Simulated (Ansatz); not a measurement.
PbS, space group Fm-3m, a comparison of functionals at one structure

With Ansatz 0.2.0 through its Python package.

Run as a notebook:

**Cell 1**
```python
import ansatz as az
from ase import Atoms

atoms = Atoms(
    ["Pb", "S"],
    scaled_positions=[
        (0.0, 0.0, 0.0),
        (0.5, 0.5, 0.5),
    ],
    cell=[
        (0.0, 2.96575, 2.96575),
        (2.96575, 0.0, 2.96575),
        (2.96575, 2.96575, 0.0),
    ],
    pbc=True,
)
crystal = az.Crystal.from_ase(atoms)
```

**Cell 2**
```python
setup = (
    crystal.calculation()
    .kpoints(6, 6, 6, center="gamma")
    .occupations("fixed")
    .stress()
    .band_table()
)

rows = []
for value in ["pbe", "lda", "rpbe", "r2scan", "revpbe"]:
    summary = setup.functional(value).run(threads=1, pin="off").report
    rows.append((value, summary["free_energy_ev"] / len(summary["lattice"]["sites"]), summary["n_iterations"], sum(summary["stress_gpa"][i][i] for i in range(3)) / 3, summary["gap_by_band_count_ev"], summary["n_kpoints"]))

print("  functional   F/atom (eV)    iterations       P (GPa)  gap by band count (eV)      k-points")
for row in rows:
    print(f"{str(row[0]):>12s}  {row[1]:12.5f}  {row[2]:12d}  {row[3]:12.3f}  {row[4]:22.3f}  {row[5]:12d}")
```
Output:
```text
DeckWarning: basis.ecutwfc = 420 eV, auto-derived from the records' recommended cutoffs: set by Pb (normal level)
DeckWarning: basis.ecutwfc = 500 eV, auto-derived from the records' recommended cutoffs: set by Pb (their level for a meta-GGA)
  functional   F/atom (eV)    iterations       P (GPa)  gap by band count (eV)      k-points
         pbe   -6404.77961             6         2.207                   0.358            16
         lda   -6236.46909             6        -2.618                   0.232            16
        rpbe   -6414.13184             6         4.179                   0.455            16
      r2scan   -6413.99949             6         1.295                   0.612            16
      revpbe   -6411.44945             7         3.632                   0.428            16
```

From lowest to highest: LDA (-2.6 GPa), r2SCAN (1.3 GPa), PBE (2.2 GPa), revPBE (3.6 GPa) and RPBE (4.2 GPa). At a fixed cell a lower pressure usually means a smaller equilibrium volume, so LDA prefers the smallest cell and RPBE the largest. Gaps by band count in the reports: PBE 0.36 eV, LDA 0.23 eV, RPBE 0.45 eV, r2SCAN 0.61 eV and revPBE 0.43 eV (Kohn-Sham values on this mesh, as a rule under measured gaps).

What to keep in mind:
- Spin-orbit coupling, left out here, can change this gap by several tenths of an eV, and inverted bands can meet off the mesh.
- Of the deposited cell: the entry's cell lengths or inner coordinates differ somewhat from later room-temperature determinations.
- Pressure is positive in compression.
- The starting cell is as deposited in a crystallographic database; the results hold for this polymorph, which needn't be the stable one.
- Levels are Kohn-Sham eigenvalues on this mesh, without spin-orbit coupling.
- Warnings are shown shortened and without file and line.
- Total energies of different functionals can't be compared; pressures, moments and gaps at this one structure can.
- Hardware and time: 5.7 s on 1 thread of Arm Neoverse V2, on a shared host, peak memory 0.52 GiB.
